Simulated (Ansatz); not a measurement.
Write a Python script for the Python package of Ansatz (0.2.0) that makes a rigid torsion scan of AlClH2OS, SMILES [OH][Al]([SH])[Cl]. Settings (for the species named): r2SCAN, def2-SVP basis, multiplicity 1.

```xyz
6

O     0.5315    1.5051   -0.7100
Al   -0.1239   -0.1383   -0.3219
S     0.3148   -1.0544    1.6831
Cl   -1.2264   -1.2586   -1.8103
H     1.3740    1.3956   -1.1501
H    -0.8279   -0.5135    2.2630
```

`torsion.py`
```python
'''Energy of AlClH2OS as one group turns about a bond.'''

import ansatz as az
from ase import Atoms

atoms = Atoms(['O', 'Al', 'S', 'Cl', 'H', 'H'], positions=[
    (0.5315, 1.5051, -0.71),
    (-0.1239, -0.1383, -0.3219),
    (0.3148, -1.0544, 1.6831),
    (-1.2264, -1.2586, -1.8103),
    (1.374, 1.3956, -1.1501),
    (-0.8279, -0.5135, 2.263),
])

# relax first, so that the scan starts from a minimum
first = (
    az.Crystal.molecule_from_ase(atoms).calculation()
    .basis(gaussian='def2-SVP')
    .functional('r2SCAN')
    .relax(force_tolerance=0.02, max_steps=80)
)
atoms.positions = first.run().report['positions_ang']

start = atoms.get_dihedral(2, 1, 0, 4)
energies = {}
for turn in range(0, 360, 30):
    turned = atoms.copy()
    turned.set_dihedral(2, 1, 0, 4, start + turn, indices=[0, 4])
    model = az.Crystal.molecule_from_ase(turned).calculation()
    model = model.basis(gaussian='def2-SVP')
    model = model.functional('r2SCAN')
    energies[round((start + turn) % 360)] = model.run().report['free_energy_ev']
floor = min(energies.values())
print('dihedral S2-Al1-O0-H4 (deg)   E - E(min) (eV)')
for angle, e in sorted(energies.items()):
    print(f'{angle:8d} {(e - floor):14.3f}  ' + '#' * int(30 * (e - floor) / max(max(energies.values()) - floor, 1e-9)))
```

```console
$ python torsion.py
dihedral S2-Al1-O0-H4 (deg)   E - E(min) (eV)
      30          0.116  #########################
      60          0.138  ##############################
      90          0.134  #############################
     120          0.088  ###################
     150          0.027  #####
     180          0.000
     210          0.027  #####
     240          0.088  ###################
     270          0.134  #############################
     300          0.138  #############################
     330          0.116  #########################
     360          0.103  ######################
```

The lowest point is at 180° and the highest at 60°, 0.138 eV (13.3 kJ/mol) above it, with the rest of the molecule held.

The scan is rigid and the energies are electronic, in a modest basis. With rigid groups the curve can differ much from the relaxed path, the start wasn't checked as a minimum of this torsion, and equivalent turns needn't return to the same energy. Hardware and time: 2.5 min on 1 thread of Arm Neoverse V2 (shared host), peak memory 0.23 GiB.
